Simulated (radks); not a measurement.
# The first electron to leave Xe¹²⁺

Aim: remove one electron from each of the outer sub-shells of Xe¹²⁺ ([Kr] 4d(3/2: 4, 5/2: 2)) in turn, let the ion relax, and find the cheapest removal. The parent's configuration is the lowest that an earlier search found at this level.

Program: radks (a radial shooting solver on a logarithmic mesh, Libxc functionals) version 1. Level of theory: Dirac Kohn-Sham, BLYP, spin-unpolarised, spherical densities, finite nucleus. These are calculated values, not measurements, unless marked.

## Step 1: The system

- element: xenon (Z = 54)
- charge: +12
- electrons: 42
- configuration: [Kr] 4d(3/2: 4, 5/2: 2)
- nuclear rms radius: 4.7859 fm

A shell typed twice in an input gives the lower j, then the higher j.

## Step 2: The parent, Xe¹²⁺

From an earlier run at this level the parent has E = -7403.044325 hartree and these outer levels (eV):

```
level  occupation  energy (eV)
3p3/2           4      -1131.8
3d3/2           4      -896.52
3d5/2           6      -883.36
4s1/2           2      -416.19
4p1/2           2      -367.31
4p3/2           4      -353.62
4d3/2           4      -272.80
4d5/2           2      -270.32
```

## Step 3: Remove 4d5/2: [Kr] 4d(3/2: 4, 5/2: 1)

The run's settings:

```text
Z 54
configuration [Kr] 4d4 4d1
relativity Dirac
functional b88,lyp
spin unpolarised
j_filling energy
nucleus finite rms 4.7859 fm
c 137.035999084
```

## Step 4: Remove 4d3/2: [Kr] 4d(3/2: 3, 5/2: 2)

Settings, as their differences from step 3:

```diff
@@ -1,3 +1,3 @@
 Z 54
-configuration [Kr] 4d4 4d1
+configuration [Kr] 4d3 4d2
 relativity Dirac
```

## Step 5: Remove 4p3/2: [Ar] 3d10 4s2 4p(1/2: 2, 3/2: 3) 4d(3/2: 4, 5/2: 2)

Settings, as their differences from step 4:

```diff
@@ -1,3 +1,3 @@
 Z 54
-configuration [Kr] 4d3 4d2
+configuration [Ar] 3d10 4s2 4p2 4p3 4d4 4d2
 relativity Dirac
```

## Step 6: Remove 4p1/2: [Ar] 3d10 4s2 4p(1/2: 1, 3/2: 4) 4d(3/2: 4, 5/2: 2)

Settings, as their differences from step 5:

```diff
@@ -1,3 +1,3 @@
 Z 54
-configuration [Ar] 3d10 4s2 4p2 4p3 4d4 4d2
+configuration [Ar] 3d10 4s2 4p1 4p4 4d4 4d2
 relativity Dirac
```

Q: Predict the outcome of this session. Wanted: for each run, case; final configuration; Δ-SCF; −ε of the level emptied.

**Answer**, as computed:

```
        case                                  final configuration  Δ-SCF (eV)  −ε of the level emptied (eV)
remove 4d5/2                              [Kr] 4d(3/2: 4, 5/2: 1)      284.16                        270.32
remove 4d3/2                              [Kr] 4d(3/2: 3, 5/2: 2)      286.74                        272.80
remove 4p3/2  [Ar] 3d10 4s2 4p(1/2: 2, 3/2: 3) 4d(3/2: 4, 5/2: 2)      368.26                        353.62
remove 4p1/2  [Ar] 3d10 4s2 4p(1/2: 1, 3/2: 4) 4d(3/2: 4, 5/2: 2)      382.33                        367.31
```

What this shows: The 4d5/2 electron leaves first, at 284.16 eV; the next cheapest, 4d3/2, costs 286.74 eV. 4d5/2 is also the highest occupied level of the parent. NIST lists 281 eV (theoretical), between the same two configurations. Spin polarisation and multiplet splitting are left out, so open shells lie too high by an amount that depends on their filling.
